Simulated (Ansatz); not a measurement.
# B+: energies up the ladder

Wanted for B+: energies up the ladder. Charge +1.

Computed with Ansatz 0.2.0 (the levels named in each step, unless a step's input says otherwise).

**1. The system as given**

Structure file:

```xyz
1

B     0.0000    0.0000    0.0000
```

**2. Single point, PBE0/def2-TZVPP**

input.yaml

```yaml
crystal:
  periodic: [false, false, false]
  atoms:
    - { symbol: B, position_ang: [0.0, 0.0, 0.0] }
total_charge: 1
basis:
  gaussian: { orbitals: def2-TZVPP }
hamiltonian:
  xc: pbe0
```

Run with:

```bash
ansatz run input.yaml --threads 1 --pin off --max-ram 2560MiB --backend cpu --events-out ev --progress --plain --runs-dir out
```

Standard output:

```text
Warning: RAYON_NUM_THREADS=1 ignored (pool sized by the plan → 1); use --threads N
Engine: ansatz 0.2.0, x86_64-unknown-linux-gnu
Functional definition: PBE0
  parameter a = 0.25
  parameter kappa = 0.804
  parameter beta = 0.06672455060314922
  exchange = (1 - a)*pbe_x(kappa = kappa, mu = beta*pi^2/3) + a*exact_x
  correlation = pbe_c(beta = beta)
169 factors; their error is unknown
mean field evaluation 1: about -661.2394 eV, gradient 3.1e0 eV
mean field evaluation 2: about -661.2529 eV, gradient 4.1e-1 eV
mean field evaluation 4: about -661.2523 eV, gradient 3.4e-2 eV
mean field evaluation 8: about -661.2523 eV, gradient 4.7e-5 eV
mean field -661.25227930 eV, -24.3005730513 hartree, gradient 4.7e-5 eV, S^2 0.000000; 0 other end points of the search recorded, 0 dependent functions left out
reference -661.25229423 eV, -24.3005736000 hartree; 2, 2 occupied and 29, 29 virtual orbitals, 169 factors
Total energy: -661.25229423 eV, -24.3005736000 hartree
```

It took 1.2 s on 1 thread of Intel Xeon at 2.50GHz (Skylake/Cascade Lake), shared host; peak memory 0.067 GiB.

**3. Single point, PBE/def2-TZVPP**

Edit input.yaml of step 2 so:

```diff
@@ -8,2 +8,2 @@
 hamiltonian:
-  xc: pbe0
+  xc: pbe
```

Run with:

```bash
ansatz run input.yaml --threads 1 --pin off --max-ram 2560MiB --backend cpu --events-out ev --progress --plain --runs-dir out
```

Standard output:

```text
Warning: RAYON_NUM_THREADS=1 ignored (pool sized by the plan → 1); use --threads N
[... 1 set-up line as earlier in the session ...]
Functional definition: PBE
[... 2 set-up lines as earlier in the session ...]
  exchange = pbe_x(kappa = kappa, mu = beta*pi^2/3)
[... 1 set-up line as earlier in the session ...]
169 factors; their error is unknown
mean field evaluation 1: about -660.9541 eV, gradient 4.8e0 eV
mean field evaluation 2: about -661.0045 eV, gradient 1.1e0 eV
mean field evaluation 4: about -661.0049 eV, gradient 4.4e-2 eV
mean field evaluation 8: about -661.0049 eV, gradient 2.0e-5 eV
mean field -661.00493724 eV, -24.2914833983 hartree, gradient 2.0e-5 eV, S^2 0.000000; 0 other end points of the search recorded, 0 dependent functions left out
reference -661.00495781 eV, -24.2914841544 hartree; 2, 2 occupied and 29, 29 virtual orbitals, 169 factors
Total energy: -661.00495781 eV, -24.2914841544 hartree
```

Run time: 0.49 s. Hardware: 1 thread of Intel Xeon at 2.50GHz (Skylake/Cascade Lake), shared host; peak memory 0.071 GiB.

**4. Single point, r2SCAN/def2-TZVPP**

Edit input.yaml of step 3 so:

```diff
@@ -8,2 +8,2 @@
 hamiltonian:
-  xc: pbe
+  xc: r2scan
```

Run with:

```bash
ansatz run input.yaml --threads 1 --pin off --max-ram 2560MiB --backend cpu --events-out ev --progress --plain --runs-dir out
```

Standard output:

```text
Warning: RAYON_NUM_THREADS=1 ignored (pool sized by the plan → 1); use --threads N
[... 1 set-up line as earlier in the session ...]
Functional definition: r2SCAN
  parameter k0 = 0.174
  parameter k1 = 0.065
  parameter a1 = 4.9479
  exchange = r2scan_x(k0 = k0, k1 = k1, a1 = a1)
  correlation = r2scan_c
169 factors; their error is unknown
mean field evaluation 1: about -661.6232 eV, gradient 3.2e0 eV
mean field evaluation 2: about -661.6363 eV, gradient 4.4e-1 eV
mean field evaluation 4: about -661.6371 eV, gradient 9.3e-2 eV
mean field evaluation 8: about -661.6371 eV, gradient 2.3e-5 eV
mean field -661.63708239 eV, -24.3147143042 hartree, gradient 2.3e-5 eV, S^2 0.000000; 0 other end points of the search recorded, 0 dependent functions left out
reference -661.63708826 eV, -24.3147145200 hartree; 2, 2 occupied and 29, 29 virtual orbitals, 169 factors
Total energy: -661.63708826 eV, -24.3147145200 hartree
```

Wall time 1.1 s (1 thread of Intel Xeon at 2.50GHz (Skylake/Cascade Lake), shared host); peak memory 0.076 GiB.

**5. Single point, B3LYP/def2-TZVPP**

Edit input.yaml of step 4 so:

```diff
@@ -8,2 +8,2 @@
 hamiltonian:
-  xc: r2scan
+  xc: { name: B3LYP }
```

Run with:

```bash
ansatz run input.yaml --threads 1 --pin off --max-ram 2560MiB --backend cpu --events-out ev --progress --plain --runs-dir out
```

Standard output:

```text
Warning: RAYON_NUM_THREADS=1 ignored (pool sized by the plan → 1); use --threads N
[... 1 set-up line as earlier in the session ...]
Functional definition: B3LYP
  parameter a0 = 0.2
  parameter ax = 0.72
  parameter ac = 0.81
  exchange = (1 - a0 - ax)*slater_x + ax*b88_x + a0*exact_x
  correlation = (1 - ac)*vwn_rpa_c + ac*lyp_c
169 factors; their error is unknown
mean field evaluation 1: about -662.3704 eV, gradient 3.9e0 eV
mean field evaluation 2: about -662.4012 eV, gradient 6.7e-1 eV
mean field evaluation 4: about -662.4016 eV, gradient 1.5e-2 eV
mean field evaluation 8: about -662.4016 eV, gradient 6.6e-6 eV
mean field -662.40163336 eV, -24.3428110340 hartree, gradient 6.6e-6 eV, S^2 0.000000; 0 other end points of the search recorded, 0 dependent functions left out
reference -662.40176581 eV, -24.3428159015 hartree; 2, 2 occupied and 29, 29 virtual orbitals, 169 factors
Total energy: -662.40176581 eV, -24.3428159015 hartree
```

Run time: 0.54 s. Hardware: 1 thread of Intel Xeon at 2.50GHz (Skylake/Cascade Lake), shared host; peak memory 0.072 GiB.

**6. Single point, wB97M-V/def2-TZVPP**

Edit input.yaml of step 5 so:

```diff
@@ -8,2 +8,2 @@
 hamiltonian:
-  xc: { name: B3LYP }
+  xc: { name: wB97M-V }
```

Run with:

```bash
ansatz run input.yaml --threads 1 --pin off --max-ram 2560MiB --backend cpu --events-out ev --progress --plain --runs-dir out
```

Standard output, shortened:

```text
Warning: RAYON_NUM_THREADS=1 ignored (pool sized by the plan → 1); use --threads N
[...]
Functional definition: wB97M-V
[...]
  gx(w, u) = 1 - cx + cx01*u + cx10*w
  gss(w, u) = css00 + css04*u^4 + css10*w + css20*w^2 + css43*w^4*u^3
  gos(w, u) = cos00 + cos10*w + (cos20 + cos21*u)*w^2 + (cos60 + cos61*u)*w^6
[...]
      + integral(e_c_pw_mod_opposite_spin*gos(b97_w_opposite, b97_u_opposite)) + vv10(b, c)
169 factors; their error is unknown
46 factors; integrals over basis functions are off by at most 7.4e-5 eV
[...]
mean field -662.50335194 eV, -24.3465491228 hartree, gradient 2.0e-6 eV, S^2 0.000000; 0 other end points of the search recorded, 0 dependent functions left out
reference -662.50338285 eV, -24.3465502587 hartree; 2, 2 occupied and 29, 29 virtual orbitals, 169 factors
Total energy: -662.50338285 eV, -24.3465502587 hartree
```

Run time: 1 s. Hardware: 1 thread of Intel Xeon at 2.50GHz (Skylake/Cascade Lake), shared host; peak memory 0.082 GiB.

**7. Single point, B2PLYP/def2-TZVPP**

Edit input.yaml of step 6 so:

```diff
@@ -8,2 +8,2 @@
 hamiltonian:
-  xc: { name: wB97M-V }
+  xc: { name: B2PLYP }
```

Run with:

```bash
ansatz run input.yaml --threads 1 --pin off --max-ram 2560MiB --backend cpu --events-out ev --progress --plain --runs-dir out
```

Standard output:

```text
Warning: RAYON_NUM_THREADS=1 ignored (pool sized by the plan → 1); use --threads N
[... 1 set-up line as earlier in the session ...]
Functional definition: B2PLYP
  parameter a = 0.53
  parameter c = 0.27
  exchange = (1 - a)*b88_x + a*exact_x
  correlation = (1 - c)*lyp_c + c*(mp2_os + mp2_ss)
190 factors; integrals over basis functions are off by at most 9.3e-5 eV
mean field evaluation 1: about -661.5089 eV, gradient 2.0e0 eV
mean field evaluation 2: about -661.5089 eV, gradient 2.0e0 eV
mean field evaluation 4: about -661.5130 eV, gradient 8.7e-3 eV
mean field evaluation 8: about -661.5130 eV, gradient 1.3e-5 eV
mean field -661.51304943 eV, -24.3101561769 hartree, gradient 1.4e-8 eV, S^2 0.000000; 0 other end points of the search recorded, 0 dependent functions left out
1 core orbitals not correlated: weight in the atoms' cores, before any rotation towards them, 1.000 or more for the frozen orbitals, at most 0.000 for the correlated occupied ones
reference -661.51313249 eV, -24.3101592295 hartree; 1, 1 occupied and 29, 29 virtual orbitals, 190 factors
second order -1.32140885 eV of doubles, -0.00000000 eV of singles
Total energy: -661.86991288 eV, -24.3232706670 hartree
```

It took 0.89 s on 1 thread of Intel Xeon at 2.50GHz (Skylake/Cascade Lake), shared host; peak memory 0.074 GiB.

**8. Single point, LDA/def2-TZVPP**

Edit input.yaml of step 7 so:

```diff
@@ -8,2 +8,2 @@
 hamiltonian:
-  xc: { name: B2PLYP }
+  xc: lda
```

Run with:

```bash
ansatz run input.yaml --threads 1 --pin off --max-ram 2560MiB --backend cpu --events-out ev --progress --plain --runs-dir out
```

Standard output:

```text
Warning: RAYON_NUM_THREADS=1 ignored (pool sized by the plan → 1); use --threads N
[... 1 set-up line as earlier in the session ...]
Functional definition: SPW92
  exchange = slater_x
  correlation = pw_c
169 factors; their error is unknown
mean field evaluation 1: about -653.9890 eV, gradient 4.1e0 eV
mean field evaluation 2: about -654.0380 eV, gradient 1.1e0 eV
mean field evaluation 4: about -654.0393 eV, gradient 3.1e-2 eV
mean field evaluation 8: about -654.0393 eV, gradient 2.7e-6 eV
mean field -654.03933825 eV, -24.0355023569 hartree, gradient 2.7e-6 eV, S^2 0.000000; 0 other end points of the search recorded, 0 dependent functions left out
reference -654.03935730 eV, -24.0355030569 hartree; 2, 2 occupied and 29, 29 virtual orbitals, 169 factors
Total energy: -654.03935730 eV, -24.0355030569 hartree
```

It took 0.44 s on 1 thread of Intel Xeon at 2.50GHz (Skylake/Cascade Lake), shared host; peak memory 0.07 GiB.

**9. Single point, PBE0/def2-SVP**

Edit input.yaml of step 8 so:

```diff
@@ -6,4 +6,4 @@
 basis:
-  gaussian: { orbitals: def2-TZVPP }
+  gaussian: { orbitals: def2-SVP }
 hamiltonian:
-  xc: lda
+  xc: pbe0
```

Run with:

```bash
ansatz run input.yaml --threads 1 --pin off --max-ram 2560MiB --backend cpu --events-out ev --progress --plain --runs-dir out
```

Standard output, shortened:

```text
Warning: RAYON_NUM_THREADS=1 ignored (pool sized by the plan → 1); use --threads N
[... 7 set-up lines as earlier in the session ...]
134 factors; their error is unknown
mean field evaluation 1: about -660.3829 eV, gradient 9.5e-1 eV
mean field evaluation 2: about -660.3861 eV, gradient 2.6e-2 eV
mean field evaluation 4: about -660.3825 eV, gradient 5.5e-4 eV
mean field -660.38248239 eV, -24.2686086044 hartree, gradient 1.8e-6 eV, S^2 0.000000; 0 other end points of the search recorded, 0 dependent functions left out
reference -660.38250304 eV, -24.2686093634 hartree; 2, 2 occupied and 12, 12 virtual orbitals, 134 factors
Total energy: -660.38250304 eV, -24.2686093634 hartree
```

Run time: 0.36 s. Hardware: 1 thread of Intel Xeon at 2.50GHz (Skylake/Cascade Lake), shared host; peak memory 0.069 GiB.

**10. Single point, PBE/def2-SVP**

Edit input.yaml of step 9 so:

```diff
@@ -8,2 +8,2 @@
 hamiltonian:
-  xc: pbe0
+  xc: pbe
```

Run with:

```bash
ansatz run input.yaml --threads 1 --pin off --max-ram 2560MiB --backend cpu --events-out ev --progress --plain --runs-dir out
```

Standard output, shortened:

```text
Warning: RAYON_NUM_THREADS=1 ignored (pool sized by the plan → 1); use --threads N
[... 6 set-up lines as earlier in the session ...]
134 factors; their error is unknown
mean field evaluation 1: about -660.1310 eV, gradient 2.2e0 eV
mean field evaluation 2: about -660.1584 eV, gradient 2.8e-1 eV
mean field evaluation 4: about -660.1546 eV, gradient 1.0e-2 eV
mean field -660.15456992 eV, -24.2602329758 hartree, gradient 4.1e-5 eV, S^2 0.000000; 0 other end points of the search recorded, 0 dependent functions left out
reference -660.15459739 eV, -24.2602339853 hartree; 2, 2 occupied and 12, 12 virtual orbitals, 134 factors
Total energy: -660.15459739 eV, -24.2602339853 hartree
```

Wall time 0.37 s (1 thread of Intel Xeon at 2.50GHz (Skylake/Cascade Lake), shared host); peak memory 0.068 GiB.

**11. Single point, CCSD(T)/def2-TZVPP**

input.yaml

```yaml
crystal:
  periodic: [false, false, false]
  atoms:
    - { symbol: B, position_ang: [0.0, 0.0, 0.0] }
total_charge: 1
basis:
  gaussian: { orbitals: def2-TZVPP }
correlation:
  method: ccsd_t
```

Run with:

```bash
ansatz run input.yaml --threads 1 --pin off --max-ram 2560MiB --backend cpu --events-out ev --progress --plain --runs-dir out
```

Standard output, shortened:

```text
Warning: RAYON_NUM_THREADS=1 ignored (pool sized by the plan → 1); use --threads N
[...]
Functional definition: HF
[...]
190 factors; integrals over basis functions are off by at most 9.3e-5 eV
[...]
mean field -659.51780302 eV, -24.2368322239 hartree, gradient 7.5e-7 eV, S^2 0.000000; 0 other end points of the search recorded, 0 dependent functions left out
1 core orbitals not correlated: weight in the atoms' cores, before any rotation towards them, 1.000 or more for the frozen orbitals, at most 0.000 for the correlated occupied ones
reference -659.51780302 eV, -24.2368322239 hartree; 1, 1 occupied and 29, 29 virtual orbitals, 190 factors
second order -0.96437869 eV of doubles, -0.00000000 eV of singles
cycle   1  -1.28137645 eV  change   -3.2e-1 eV  update   6.8e-2
[...]
cycle   8  -1.61796905 eV  change    1.0e-6 eV  update   1.5e-7
perturbative correction 0.00000000 eV, 0.0000000000 hartree
Total energy: -661.13577208 eV, -24.2962914898 hartree
```

Wall time 0.59 s (1 thread of Intel Xeon at 2.50GHz (Skylake/Cascade Lake), shared host); peak memory 0.074 GiB.

**12. Single point, CCSD(T)/def2-QZVPP**

Edit input.yaml of step 11 so:

```diff
@@ -6,3 +6,3 @@
 basis:
-  gaussian: { orbitals: def2-TZVPP }
+  gaussian: { orbitals: def2-QZVPP.json }
 correlation:
```

Run with:

```bash
ansatz run input.yaml --threads 1 --pin off --max-ram 2560MiB --backend cpu --events-out ev --progress --plain --runs-dir out
```

Standard output, shortened:

```text
Warning: RAYON_NUM_THREADS=1 ignored (pool sized by the plan → 1); use --threads N
[...]
[... 1 set-up line as earlier in the session ...]
[...]
344 factors; integrals over basis functions are off by at most 2.0e-4 eV
[...]
mean field -659.53664870 eV, -24.2375247897 hartree, gradient 1.7e-6 eV, S^2 0.000000; 0 other end points of the search recorded, 0 dependent functions left out
1 core orbitals not correlated: weight in the atoms' cores, before any rotation towards them, 1.000 or more for the frozen orbitals, at most 0.000 for the correlated occupied ones
reference -659.53664870 eV, -24.2375247897 hartree; 1, 1 occupied and 55, 55 virtual orbitals, 344 factors
second order -1.02321991 eV of doubles, -0.00000000 eV of singles
cycle   1  -1.31682861 eV  change   -2.9e-1 eV  update   6.7e-2
[...]
cycle   9  -1.65114791 eV  change    4.3e-7 eV  update   6.4e-8
perturbative correction -0.00000000 eV, -0.0000000001 hartree
Total energy: -661.18779661 eV, -24.2982033561 hartree
```

Run time: 1.3 s. Hardware: 1 thread of Intel Xeon at 2.50GHz (Skylake/Cascade Lake), shared host; peak memory 0.11 GiB.

**13. Extrapolation to the basis-set limit**

CCSD(T)/CBS estimate, frozen core: CCSD(T) correlation extrapolated, from def2-TZVPP and def2-QZVPP: mean field -659.5392 eV, total -661.2150 eV. The exponents are 7.88 (mean field) and 2.97 (correlation).

**14. Total energies**

| level | energy (eV) | CPU time |
| --- | --- | --- |
| PBE0/def2-TZVPP | -661.2523 | 0.4 s |
| PBE/def2-TZVPP | -661.0050 | 0.35 s |
| r2SCAN/def2-TZVPP | -661.6371 | 0.89 s |
| B3LYP/def2-TZVPP | -662.4018 | 0.36 s |
| wB97M-V/def2-TZVPP | -662.5034 | 0.76 s |
| B2PLYP/def2-TZVPP | -661.8699 | 0.49 s |
| LDA/def2-TZVPP | -654.0394 | 0.26 s |
| PBE0/def2-SVP | -660.3825 | 0.25 s |
| PBE/def2-SVP | -660.1546 | 0.22 s |
| CCSD(T)/def2-TZVPP | -661.1358 | 0.37 s |
| CCSD(T)/def2-QZVPP | -661.1878 | 0.93 s |
| CCSD(T)/CBS | -661.2150 | - |

**15. What came out**

| quantity | value |
| --- | --- |
| energy at CCSD(T)/CBS | -661.215 eV |

**Reading.** These totals serve in differences with atoms or fragments at the same level; alone they don't rank the methods.
